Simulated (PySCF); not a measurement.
# C8H9F: the cost of one run

Computed with PySCF 2.14.0 and routines of our own; the level stands in each step. Atoms count from 0.

## (1) The starting structure

18 atoms, charge 0, multiplicity 1; geometry from: GFN2-xTB.

## (2) Magnetic properties: GIAO KT3/pcSseg-1

Job settings and geometry (Å):

```
{"job": {"kind": "mag", "xc": "KT3", "basis": "pcSseg-1", "isotopologues": 0}, "charge": 0, "multiplicity": 1}
C      2.122648    -0.168419    -0.269332
C      0.701182    -0.003182    -0.794964
C     -0.031516     1.172456    -0.195382
C     -1.516985     0.929072    -0.132508
C     -0.681395     0.796286     1.112385
C     -0.822274    -0.728040     1.048554
C     -1.660335    -0.595351    -0.201744
C     -0.237939    -1.074895    -0.293429
F      0.020548    -2.371835    -0.604837
H      2.748323     0.653914    -0.608066
H      2.547562    -1.103207    -0.627061
H      2.117606    -0.182079     0.818097
H      0.704054     0.032255    -1.888531
H      0.343679     2.173566    -0.337277
H     -2.273101     1.646222    -0.396803
H     -0.660685     1.390054     2.008191
H     -0.910550    -1.407339     1.875615
H     -2.519582    -1.153162    -0.524562
```

Method: GIAO KT3/pcSseg-1 magnetisability, rotational g tensor and spin-rotation constants, non-relativistic, gas phase.

Command:

```
$ OMP_NUM_THREADS=1 python excited_run.py task.json out
```

One launch serves the whole session: the jobs run in the order shown.

**Question.** How long does this first job take on 1 thread of Arm Neoverse V1, shared host, and how much memory does it need?

About 54 s, with a peak of 0.7 GiB.
